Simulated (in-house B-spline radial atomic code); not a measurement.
# Au²⁺: numerical settings, good and bad

Aim: try Au²⁺ with numerical settings changed, some of them on purpose beyond sense, against a run with standard settings.

Program: in-house B-spline radial atomic code version 1. Level of theory: Dirac-Coulomb BLYP, spherical fractional occupations, Fermi nucleus, basis-set limit. These are calculated values, not measurements, unless marked.

### Step 1. The system

| Quantity | Value |
| --- | --- |
| element | gold (Z = 79) |
| charge | +2 |
| electrons | 77 |
| configuration | [Xe] 4f14 5d9 |
| Hamiltonian | Dirac-Coulomb |
| nucleus | Fermi, rms radius 5.437 fm |

The outer shells:

[Xe] 4f14 5d9
```
[Xe] core
4f [↑↓][↑↓][↑↓][↑↓][↑↓][↑↓][↑↓]
5d [↑↓][↑↓][↑↓][↑↓][↑ ]
```

The boxes only draw the filling; these runs are spin-restricted and spherical.

A run counts as converged when the orbital gradient is under the tolerance times 79 hartree (or under the basis's noise floor) and the energy moved by less than 1e-8 hartree times the root of its size. Energy differences under 6e-05 hartree are noise.

Settings of the run:

```ini
Z = 79
electrons = 77.0
configuration = [Xe] 4f14 5d9
hamiltonian = dirac
method = b88,lyp
spin_polarised = False
nucleus = fermi
rms_radius = 5.4371
mass_number = 197
atomic_mass = 196.966570103
speed_of_light = 137.035999084
knot_spacing = 0.22
spline_order = 8
gauss_points = 12
box_radius = 22.22
max_iterations = 70
damping = 0.5
damped_steps = 3
diis_vectors = 10
tolerance = 1e-08
start = Thomas-Fermi
```

From the earlier run of the reference: total energy -19043.697647 hartree. Levels, eight at most:

| orbital | occupation | energy (eV) | <r> (bohr) |
| --- | --- | --- | --- |
| 4d5/2 | 6 | -339.38 | 0.4631 |
| 5s1/2 | 2 | -129.61 | 0.9265 |
| 4f5/2 | 6 | -104.62 | 0.4952 |
| 4f7/2 | 8 | -100.81 | 0.5022 |
| 5p1/2 | 2 | -93.310 | 1.001 |
| 5p3/2 | 4 | -76.670 | 1.098 |
| 5d3/2 | 3.6 | -28.253 | 1.471 |
| 5d5/2 | 5.4 | -26.550 | 1.526 |

### Step 2. Box radius 44.44; cap on iterations 75; convergence tolerance 1e-06

Settings of the run:

```ini
Z = 79
electrons = 77.0
configuration = [Xe] 4f14 5d9
hamiltonian = dirac
method = b88,lyp
spin_polarised = False
nucleus = fermi
rms_radius = 5.4371
mass_number = 197
atomic_mass = 196.966570103
speed_of_light = 137.035999084
knot_spacing = 0.22
spline_order = 8
gauss_points = 12
box_radius = 44.44
max_iterations = 75
damping = 0.5
damped_steps = 3
diis_vectors = 10
tolerance = 1e-06
start = Thomas-Fermi
```

The run is started by

```console
> python run_scf.py task.json out
```

The settings of every run stand in task.json; they run in order.

### Step 3. Box radius 1.33; cap on iterations 50; number of DIIS vectors 20

Settings: those of step 2 with these lines changed.

```diff
@@ -14,8 +14,8 @@
 gauss_points = 12
-box_radius = 44.44
-max_iterations = 75
+box_radius = 1.33
+max_iterations = 50
 damping = 0.5
 damped_steps = 3
-diis_vectors = 10
-tolerance = 1e-06
+diis_vectors = 20
+tolerance = 1e-08
 start = Thomas-Fermi
```

### Step 4. First knot 1.27e-06; cap on iterations 60; starting potential bare nucleus

Settings: those of step 3 with these lines changed.

```diff
@@ -14,8 +14,9 @@
 gauss_points = 12
-box_radius = 1.33
-max_iterations = 50
+box_radius = 22.22
+first_knot = 1.27e-06
+max_iterations = 60
 damping = 0.5
 damped_steps = 3
-diis_vectors = 20
+diis_vectors = 10
 tolerance = 1e-08
-start = Thomas-Fermi
+start = bare nucleus
```

### Step 5. Knot spacing (logarithmic) 2; cap on iterations 50; number of damped steps 8; number of DIIS vectors 0; convergence tolerance 0.0001

Settings of the run:

```ini
Z = 79
electrons = 77.0
configuration = [Xe] 4f14 5d9
hamiltonian = dirac
method = b88,lyp
spin_polarised = False
nucleus = fermi
rms_radius = 5.4371
mass_number = 197
atomic_mass = 196.966570103
speed_of_light = 137.035999084
knot_spacing = 2.0
spline_order = 8
gauss_points = 12
box_radius = 22.22
max_iterations = 50
damping = 0.5
damped_steps = 8
diis_vectors = 0
tolerance = 0.0001
start = Thomas-Fermi
```

### Step 6. Configuration [Xe] 4f14 5d9 6p-1

In configurations, a minus sign after the shell means j = l − 1/2 and a plus sign j = l + 1/2; the count of electrons follows.

Settings of the run:

```ini
Z = 79
electrons = 78.0
configuration = [Xe] 4f14 5d9 6p-1
hamiltonian = dirac
method = b88,lyp
spin_polarised = False
nucleus = fermi
rms_radius = 5.4371
mass_number = 197
atomic_mass = 196.966570103
speed_of_light = 137.035999084
knot_spacing = 0.22
spline_order = 8
gauss_points = 12
box_radius = 22.22
max_iterations = 100
damping = 0.5
damped_steps = 3
diis_vectors = 10
tolerance = 1e-08
start = Thomas-Fermi
```

Before running: Which of these runs converge to the reference energy, which miss it and by about how much, and which fail?

**Answer**, as computed:

| run | outcome | iterations | energy less the reference (hartree) |
| --- | --- | --- | --- |
| reference | converged | 10 | 0 |
| box radius 44.44; cap on iterations 75; convergence tolerance 1e-06 | converged | 8 | below noise |
| box radius 1.33; cap on iterations 50; number of DIIS vectors 20 | converged | 8 | +66.5 |
| first knot 1.27e-06; cap on iterations 60; starting potential bare nucleus | converged | 12 | below noise |
| knot spacing (logarithmic) 2; cap on iterations 50; number of damped steps 8; number of DIIS vectors 0; convergence tolerance 0.0001 | converged | 13 | +3.99e+03 |
| Configuration [Xe] 4f14 5d9 6p-1 | converged | 10 | other system or model |

Of 5 changed inputs, 2 gave the reference energy within 6e-05 hartree, 2 converged to another value and 1 changed the system or the model. The worst converged miss is +3.99e+03 hartree (knot spacing (logarithmic) 2; cap on iterations 50; number of damped steps 8; number of DIIS vectors 0; convergence tolerance 0.0001): that the iterations converge says nothing of the basis, the quadrature or the box.
